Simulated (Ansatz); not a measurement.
## Co, space group P-3m1: a convergence test of the k-point mesh, step by step

With Ansatz 0.2.0, Python API.

The cells in order, each with its output:

**Cell 1**
```python
import csv
import warnings

import ansatz
```

**Cell 2**
```python
warnings.simplefilter("ignore", ansatz.DeckWarning)
```

**Cell 3**
```python
lattice = ansatz.Lattice.of(
    (2.487365, 0.0, 0.0),
    (-1.243682, 2.154121, 0.0),
    (0.0, 0.0, 4.06329),
)
sites = [
    ("Co", (2 / 3, 1 / 3, 0.259861)),
    ("Co", (1 / 3, 2 / 3, 0.740139)),
]
system = ansatz.Crystal(lattice=lattice)
for symbol, position in sites:
    system = system.atom(symbol, position)
system = system.moments(Co=2.5)
```

**Cell 4**
```python
system.resolved().tree()["lattice"]
```
Output:
```text
((2.487365, 0.0, 0.0), (-1.243682, 2.154121, 0.0), (0.0, 0.0, 4.06329))
```

**Cell 5**
```python
setup = (
    system.calculation()
    .spin(ansatz.SpinTreatment.COLLINEAR)
    .functional("pbesol")
    .basis(510)
    .occupations("Fermi-Dirac", width=0.05)
    .forces()
    .stress()
)
```

**Cell 6**
```python
rows = []
for value in [0.9, 0.7, 0.55, 0.45, 0.35]:
    r = setup.kpoints(spacing=value).run(threads=1, backend="cpu").report
    rows.append((value, r["free_energy_ev"] / len(r["lattice"]["sites"]), r["n_iterations"], sum(r["stress_gpa"][i][i] for i in range(3)) / 3, max(abs(f) for row in r["forces_ev_ang"] for f in row), r["magnetization_mub"], r["n_kpoints"]))
```

**Cell 7**
```python
with open("kconv.csv", "w", newline="") as handle:
    writer = csv.writer(handle)
    writer.writerow(["spacing (1/A)", "F/atom (eV)", "iterations", "P (GPa)", "max component (eV/A)", "moment (muB)", "k-points"])
    writer.writerows([round(v, 5) if isinstance(v, float) else v for v in row] for row in rows)
```

**Cell 8**
```python
# differences from the last row
for row in rows[:-1]:
    shift = 1000 * (row[1] - rows[-1][1])
    print(f"{row[0]}: {shift:+.2f} meV/atom" + ("  (within 1 meV)" if abs(shift) < 1 else ""))
```
Output:
```text
0.9: +16.72 meV/atom
0.7: +23.93 meV/atom
0.55: -33.94 meV/atom
0.45: +15.46 meV/atom
```

It writes `kconv.csv`:
```csv
spacing (1/A),F/atom (eV),iterations,P (GPa),max component (eV/A),moment (muB),k-points
0.9,-5092.95345,10,-8.10323,0.40632,3.37472,8
0.7,-5092.94623,11,-7.49246,0.42599,3.52715,12
0.55,-5093.0041,10,-9.68432,0.53496,3.28507,17
0.45,-5092.9547,11,-9.72937,0.49041,3.21216,28
0.35,-5092.97017,12,-10.71372,0.45084,3.09351,50
```

What to keep in mind:
- The magnetic order follows from the starting moments and needn't be the lowest.
- The overall sign of a collinear moment is arbitrary, and semilocal functionals can give small moments to compounds that are paramagnetic.
- Pressure is positive in compression.
- At these settings the cell as given stands under about -11 GPa, so it isn't at this functional's equilibrium volume.
- This isn't the structure that Co takes at ambient conditions.
- Shifts are counted from the finest mesh, which is itself no proven limit.
- Run time: 14 s on 1 thread of Arm Neoverse V2, on a shared host, peak memory 0.41 GiB.
